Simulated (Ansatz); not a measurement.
# CH₄INOSi: small, medium and large basis sets

An exercise on one series of results from a longer session: the logs are not shown, and one member is left open.

The runs use Ansatz 0.2.0, Gaussian basis; one geometry, several basis sets.

Plan: PBE0-D4/def2-SVP; ωB97M-V/def2-SVP; PBE0-D4/def2-QZVPP; ωB97M-V/def2-QZVPP; the functionals' def2-TZVPP values are taken from earlier runs.

### The geometry

All runs share one geometry, relaxed beforehand with PBE0-D4 in a triple-zeta def2 set. I takes the def2 core potential; no spin-orbit term is included.

SMILES `N[Si]1(I)CO1`, 9 atoms, charge 0, spin multiplicity 1.

Atoms are counted from 1 here; the program's logs count them from 0.

Bond lengths: N1–Si2 1.681 Å, N1–H6 1.006 Å, N1–H7 1.004 Å, Si2–I3 2.419 Å, Si2–C4 1.795 Å, Si2–O5 1.637 Å, C4–O5 1.511 Å, C4–H8 1.088 Å, C4–H9 1.088 Å. Angles: Si2–N1–H6 122.7°, Si2–N1–H7 122.9°, H6–N1–H7 114.3°, N1–Si2–I3 107.7°, N1–Si2–C4 128.3°, N1–Si2–O5 118.7°, I3–Si2–C4 120.3°, I3–Si2–O5 119.4°, C4–Si2–O5 52.0°, Si2–C4–O5 58.6°, Si2–C4–H8 122.8°, Si2–C4–H9 122.6°, O5–C4–H8 111.6°, O5–C4–H9 112.2°, H8–C4–H9 113.1°, Si2–O5–C4 69.4°.

As a file:

```mol
CH4INOSi
  3D, bonds by distance, orders not assigned

  9  9  0  0  0  0  0  0  0  0999 V2000
    0.5361    0.8276   -1.3482 N   0  0
    0.0933   -0.3436   -0.2264 Si  0  0
    1.1227   -2.4280   -0.8961 I   0  0
   -0.4668   -0.1102    1.4632 C   0  0
   -1.4438   -0.3507    0.3359 O   0  0
    0.1091    1.7378   -1.3819 H   0  0
    1.2172    0.6632   -2.0676 H   0  0
   -0.6027    0.8731    1.9095 H   0  0
   -0.4766   -0.9154    2.1945 H   0  0
  1  2  8  0
  2  3  8  0
  2  4  8  0
  4  5  8  0
  1  6  8  0
  1  7  8  0
  4  8  8  0
  4  9  8  0
  2  5  8  0
M  END
```

The first run:

File in.yaml:

```yaml
crystal:
  periodic: [false, false, false]
  atoms:
    - {symbol: N, position_ang: [0.536097, 0.827564, -1.348184]}
    - {symbol: Si, position_ang: [0.093266, -0.343603, -0.226429]}
    - {symbol: I, position_ang: [1.122679, -2.428030, -0.896127]}
    - {symbol: C, position_ang: [-0.466751, -0.110227, 1.463236]}
    - {symbol: O, position_ang: [-1.443754, -0.350670, 0.335869]}
    - {symbol: H, position_ang: [0.109118, 1.737783, -1.381867]}
    - {symbol: H, position_ang: [1.217179, 0.663227, -2.067554]}
    - {symbol: H, position_ang: [-0.602692, 0.873101, 1.909469]}
    - {symbol: H, position_ang: [-0.476642, -0.915444, 2.194488]}
basis:
  gaussian: {orbitals: def2-SVP}
hamiltonian: {xc: pbe0, dispersion: d4}
output: {orbitals: {seedname: orbitals}}
```

Launch:

```bash
> ansatz run in.yaml --threads 4 --pin off --events-out ev --progress --plain --max-ram 10444MiB
```

Among the steps run: PBE0-D4 in def2-SVP; ωB97M-V in def2-SVP; PBE0-D4 in def2-QZVPP; ωB97M-V in def2-QZVPP.

One of the session's tables, all rows but one given; the rest of the session is left out.

It belongs to the step «Functionals by basis». 

| functional | basis | HOMO (eV) | LUMO (eV) |
| --- | --- | --- | --- |
| PBE0-D4 | def2-SVP | -7.14 | -0.22 |
| PBE0-D4 | def2-TZVPP | -7.26 | -0.43 |
| PBE0-D4 | def2-QZVPP | -7.30 | -0.52 |
| ωB97M-V | def2-SVP | ? | ? |
| ωB97M-V | def2-TZVPP | -9.48 | 1.40 |
| ωB97M-V | def2-QZVPP | -9.52 | 1.17 |

**Question.** Estimate the row for ωB97M-V, def2-SVP.

**Answer.** HOMO (eV): -9.35; LUMO (eV): 1.76. In the column «HOMO (eV)» it lies between ωB97M-V, def2-TZVPP (-9.48) and PBE0-D4, def2-QZVPP (-7.30).
